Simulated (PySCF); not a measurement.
**A diatomic session: CsRb−**

One job finds the state of CsRb−, follows it along the bond with each method and fits the curves.

The runs use PySCF 2.14.0; Cs def2-SVPD with ECP46, Rb def2-SVPD with ECP28, scalar-relativistic core potentials.

4 further runs of the same task are left out: 4 set aside as unsound or not needed.

## 1. Input

The job is set up so:

```json
{
 "atoms": "Cs, Rb",
 "charge": "-1",
 "basis": "Cs def2-SVPD with ECP46, Rb def2-SVPD with ECP28",
 "Hamiltonian": "scalar-relativistic core potentials",
 "basis functions": "54",
 "electrons treated": "19",
 "masses in u": "132.9054, 84.9118",
 "levels": "PBE0, PBE, r²SCAN, B2PLYP, r²SCANh, M06, MP2, SCS-MP2, CCSD, CCSD(T)",
 "grid": "80 radial by 434 angular points",
 "occupations": "held fixed by the projection of orbital angular momentum",
 "dissociation limit": "Cs + Rb−, each in its ground configuration",
 "starting distance in angstrom": "4.365",
 "values of 2S to try": "1, 3"
}
```

On the command line:

```
OMP_NUM_THREADS=1 python dia.py task.json out
```

Further steps of the session: PBE0 along the bond; PBE; r²SCAN (meta-GGA); B2PLYP (double hybrid); r²SCANh; M06 (hybrid meta-GGA); Correlated methods on the Hartree–Fock reference.

Before running it: what results should come out? Wanted: for each run, Re; ωe; De; μ.

The runs gave:

Lowest PBE0 solution found, without spin–orbit coupling: ²Σ⁺ (doublet), unpaired electrons σ ↑.

| level | Re (Å) | ωe (cm⁻¹) | De (eV) | μ (D) |
| --- | --- | --- | --- | --- |
| ROHF-MP2 | 5.056 | 31.0 | 0.416 | n/a |
| ROHF-SCS-MP2 | 5.147 | 29.7 | 0.402 | n/a |
| ROHF-CCSD | 5.168 | 29.3 | 0.399 | n/a |
| ROHF-CCSD(T) | 5.148 | 29.5 | 0.437 | n/a |
| PBE | 5.034 | 30.0 | 0.56 | -1.98 |
| r²SCAN | 5.208 | 28.9 | 0.53 | -2.18 |
| r²SCANh | 5.199 | 29.2 | 0.53 | -2.21 |
| PBE0 | 5.085 | 30.3 | 0.52 | -1.98 |
| M06 | 4.613 | 36.5 | 0.60 | -2.18 |
| B2PLYP | 5.049 | 29.6 | 0.420 | -2.06 |

De is counted to Cs + Rb− in their ground configurations. A positive dipole points from Cs to Rb; in an ion it is taken about the centre of mass and does not tell which atom is negative. ⟨S²⟩ is off the pure value of 0.75 by over a tenth at r²SCAN 0.90, r²SCANh 0.90, PBE0 0.83, B2PLYP 0.87.

What this shows: Bond lengths run from 4.613 Å (M06) to 5.208 Å (r²SCAN). CCSD(T) can't serve as the judge here: for a weak bond in this basis it is far from its limit. Of the levels with a De here, ROHF-CCSD gives the least (0.399 eV) and M06 the most (0.60 eV).

Spin–orbit coupling is left out. B2PLYP dipoles, levels and charges come from its SCF part alone. With some functionals the highest level of the anion is positive, from self-interaction error or because the anion is truly unbound there; the finite basis then holds the extra electron, and no neutral molecule was run to test the binding. With spin–orbit coupling the term label itself may not hold.
